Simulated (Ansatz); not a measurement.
**HfGeTe (P4/nmm): equation of state with a fit**

Where is the equilibrium volume of HfGeTe (P4/nmm), and how stiff is it? The task is an equation of state with a fit, for HfGeTe (P4/nmm).

Program: Ansatz 0.2.0 through its Python package. Level of theory: DFT r2SCAN, plane waves, PAW. These are calculated values, not measurements.

## 1. Starting point

Symmetry: P4/nmm, No. 129, tetragonal system. Conventional cell: a = 3.870 Å, b = 3.870 Å, c = 8.500 Å, α = 90.00°, β = 90.00°, γ = 90.00°. Hf (site symmetry 4mm) has 4 Ge at 2.82 Å and 5 Te at 2.98 to 3.22 Å in its first shell of neighbours. Ge (site symmetry -4m2) has 4 Ge at 2.74 Å and 4 Hf at 2.82 Å in its first shell of neighbours. Te (site symmetry 4mm) has 5 Hf at 2.98 to 3.22 Å and 4 Te at 3.41 Å in its first shell of neighbours.

The script holds or builds the structure itself.

## 2. The code

File run_eos.py:

```python
'''Bulk modulus of HfGeTe from an E(V) curve.'''

import logging
import sys

import ansatz as az
import numpy as np
from pymatgen.analysis.eos import EOS

logging.basicConfig(stream=sys.stdout, format='%(name)s: %(message)s')
log = logging.getLogger('run')
log.setLevel(logging.INFO)

vectors0 = np.array([
    [3.87, 0.0, 0.0],
    [0.0, 3.87, 0.0],
    [0.0, 0.0, 8.5],
])
sites = [
    ('Hf', (0.0, 0.5, 0.241)),
    ('Hf', (0.5, 0.0, 0.759)),
    ('Ge', (0.0, 0.0, 0.0)),
    ('Ge', (0.5, 0.5, 0.0)),
    ('Te', (0.0, 0.5, 0.62)),
    ('Te', (0.5, 0.0, 0.38)),
]


def on_lattice(cell):
    crystal = az.Crystal(lattice=az.Lattice.of(cell))
    for symbol, position in sites:
        crystal = crystal.atom(symbol, position)
    return crystal

# scale the volume, keep shape and fractions
volumes, energies = [], []
for scale in np.linspace(0.92, 1.08, 7):
    cell = vectors0 * scale ** (1 / 3)
    model = (
        on_lattice(cell).calculation()
        .functional('r2SCAN')
        .occupations('fermi_dirac', width=0.15)  # smearing steadies the SCF of a metal
        .basis(600)
        .kpoints(6, 6, 3)  # the mesh must be finer for metals
    )
    report = model.run().report
    volumes.append(abs(np.linalg.det(cell)) / len(sites))
    energies.append(report['free_energy_ev'] / len(sites))
    log.info(f'V = {volumes[-1]:8.4f} A^3/atom  F = {energies[-1]:.5f} eV/atom')

for form in ['murnaghan']:
    fit = EOS(eos_name=form).fit(volumes, energies)
    log.info(f'{form:18s} V0 {fit.v0:8.4f} A^3/atom  B0 {fit.b0_GPa:7.1f} GPa  B1 {fit.b1:5.2f}')
```

## 3. The input behind the calls

The engine receives this input (first run):

```yaml
crystal:
  lattice:
    - [3.763918757466973, 0.0, 0.0]
    - [0.0, 3.763918757466973, 0.0]
    - [0.0, 0.0, 8.267005022860276]
  atoms:
    - { symbol: Hf, position: [0.0, 0.5, 0.241] }
    - { symbol: Hf, position: [0.5, 0.0, 0.759] }
    - { symbol: Ge, position: [0.0, 0.0, 0.0] }
    - { symbol: Ge, position: [0.5, 0.5, 0.0] }
    - { symbol: Te, position: [0.0, 0.5, 0.62] }
    - { symbol: Te, position: [0.5, 0.0, 0.38] }
basis:
  ecutwfc: 600.0
kpoints:
  mp_grid:
    grid: [6, 6, 3]
hamiltonian:
  xc: r2scan
scf:
  occupations:
    method: fermi_dirac
    width: 0.15
```

## 4. Launch

On the command line:

```bash
$ python run_eos.py
```

The log of the run:

```text
run: V =  19.5199 A^3/atom  F = -9010.93133 eV/atom
run: V =  20.0857 A^3/atom  F = -9010.96573 eV/atom
run: V =  20.6515 A^3/atom  F = -9010.98686 eV/atom
run: V =  21.2173 A^3/atom  F = -9010.99644 eV/atom
run: V =  21.7831 A^3/atom  F = -9010.99594 eV/atom
run: V =  22.3489 A^3/atom  F = -9010.98665 eV/atom
run: V =  22.9147 A^3/atom  F = -9010.96971 eV/atom
run: murnaghan          V0  21.4680 A^3/atom  B0   101.5 GPa  B1  4.11
```

Run time: 71 s. Hardware: 1 thread of AMD EPYC 9R45 (Zen 5), shared host; peak memory 0.99 GiB.

## 5. Inputs of later runs

The engine's inputs for some of the other runs:

Run 2, against run 1:

```diff
@@ -3,3 +3,3 @@
-    - [3.763918757466973, 0.0, 0.0]
-    - [0.0, 3.763918757466973, 0.0]
-    - [0.0, 0.0, 8.267005022860276]
+    - [3.7999393074332257, 0.0, 0.0]
+    - [0.0, 3.7999393074332257, 0.0]
+    - [0.0, 0.0, 8.34611992588693]
```

Run 5, against run 1:

```diff
@@ -3,3 +3,3 @@
-    - [3.763918757466973, 0.0, 0.0]
-    - [0.0, 3.763918757466973, 0.0]
-    - [0.0, 0.0, 8.267005022860276]
+    - [3.904098673272224, 0.0, 0.0]
+    - [0.0, 3.904098673272224, 0.0]
+    - [0.0, 0.0, 8.574893726825298]
```

Run 7, against run 1:

```diff
@@ -3,3 +3,3 @@
-    - [3.763918757466973, 0.0, 0.0]
-    - [0.0, 3.763918757466973, 0.0]
-    - [0.0, 0.0, 8.267005022860276]
+    - [3.9705641481832905, 0.0, 0.0]
+    - [0.0, 3.9705641481832905, 0.0]
+    - [0.0, 0.0, 8.720877328051154]
```

## 6. What each run gave

The 7 runs, in the order started:

```
run  volume (Å³/atom)  energy from run 4 (meV/atom)  SCF cycles  CPU time (s)
  1            19.520                         65.11           9             9
  2            20.086                         30.71           9           8.9
  3            20.651                          9.58           9           9.4
  4            21.217                          0.00           9           9.6
  5            21.783                          0.50           9            10
  6            22.349                          9.79           9            10
  7            22.915                         26.73           9            10
```

Energies are free energies F = E - TS of the smeared occupations. 

## 7. Outcome

| quantity | value |
| --- | --- |
| runs compared | 7 |
| range of energy | 65.11 meV/atom |
| lowest point, volume (Å³/atom) | 21.217 |
| equilibrium volume (fit) | 21.47 Å³/atom |
| bulk modulus (fit) | 102 GPa |

**Reading.** A third-order Birch-Murnaghan fit through the 7 points (the script's own form differs a little) has its minimum at 21.47 Å³ an atom, 1.2 % above the typed cell, with a bulk modulus of 102 GPa and dB/dP = 4.2. From that minimum the energy rises by 66.0 meV an atom on the compressed side and 27.7 meV on the expanded side. Reading the output:
- The run is spin-unpolarised.
- Shape and fractional positions are held along the curve, so the bulk modulus is an upper value where they are free to relax.
- The smearing is wide enough that free energy and stress hold a thermal part of the electrons.
- Spin-orbit coupling, which matters for elements this heavy, is left out.
